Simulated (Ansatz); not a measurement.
# F₃H₂NSn: how energies converge with the basis set

One table from this session's results is given with a row withheld; the runs are named, their logs left out.

Computed with Ansatz 0.2.0, Gaussian basis. Level: one geometry, several basis sets.

Levels to be run: PBE0-D4/def2-SVP; ωB97M-V/def2-SVP; PBE0-D4/def2-QZVPP; ωB97M-V/def2-QZVPP; the functionals' def2-TZVPP values are taken from earlier runs.

## The relaxed structure

An earlier PBE0-D4 in a triple-zeta def2 set relaxation fixed the geometry. Sn takes the def2 core potential; no spin-orbit term is included.

SMILES `[NH2][Sn]([F])([F])[F]`, 7 atoms, charge 0, spin multiplicity 1.

Atoms are counted from 1 here; the program's logs count them from 0.

Bond lengths: N1–Sn2 1.981 Å, N1–H6 1.013 Å, N1–H7 1.013 Å, Sn2–F3 1.889 Å, Sn2–F4 1.897 Å, Sn2–F5 1.889 Å. Angles: Sn2–N1–H6 112.7°, Sn2–N1–H7 112.6°, H6–N1–H7 108.7°, N1–Sn2–F3 110.4°, N1–Sn2–F4 117.7°, N1–Sn2–F5 110.5°, F3–Sn2–F4 104.9°, F3–Sn2–F5 108.1°, F4–Sn2–F5 104.7°.

As a file:

```
atom    x (Å)    y (Å)    z (Å)
  N1  -0.4597   1.0752   0.6252
 Sn2   0.3739  -0.5086  -0.2249
  F3   0.8252  -1.7955   1.0820
  F4  -0.6453  -1.4585  -1.5122
  F5   1.9556  -0.0160  -1.1323
  H6  -0.7019   1.7956  -0.0444
  H7  -1.2865   0.8397   1.1609
```

The first run:

Input file in.yaml:

```yaml
crystal:
  periodic: [false, false, false]
  atoms:
    - {symbol: N, position_ang: [-0.459711, 1.075236, 0.625189]}
    - {symbol: Sn, position_ang: [0.373931, -0.508603, -0.224946]}
    - {symbol: F, position_ang: [0.825179, -1.795531, 1.082029]}
    - {symbol: F, position_ang: [-0.645295, -1.458482, -1.512232]}
    - {symbol: F, position_ang: [1.955587, -0.016043, -1.132270]}
    - {symbol: H, position_ang: [-0.701935, 1.795610, -0.044379]}
    - {symbol: H, position_ang: [-1.286455, 0.839713, 1.160911]}
basis:
  gaussian: {orbitals: def2-SVP}
hamiltonian: {xc: pbe0, dispersion: d4}
output: {orbitals: {seedname: orbitals}}
```

Started as:

```sh
$ ansatz run in.yaml --threads 4 --pin off --events-out ev --progress --plain --max-ram 10444MiB
```

Among the steps run: PBE0-D4 in def2-SVP; ωB97M-V in def2-SVP; PBE0-D4 in def2-QZVPP; ωB97M-V in def2-QZVPP.

One table of the session follows, with a row left open; its other results are not shown here.

It belongs to the step «Functionals by basis». 

| functional | basis | HOMO (eV) | LUMO (eV) |
| --- | --- | --- | --- |
| PBE0-D4 | def2-SVP | -8.88 | -2.17 |
| PBE0-D4 | def2-TZVPP | -9.13 | -2.43 |
| PBE0-D4 | def2-QZVPP | -9.16 | -2.49 |
| ωB97M-V | def2-SVP | -11.25 | -0.03 |
| ωB97M-V | def2-TZVPP | -11.53 | -0.37 |
| ωB97M-V | def2-QZVPP | ? | ? |

Estimate the missing values for ωB97M-V, def2-QZVPP.

As computed: HOMO (eV): -11.56; LUMO (eV): -0.52. In the column «HOMO (eV)» it is the lowest.
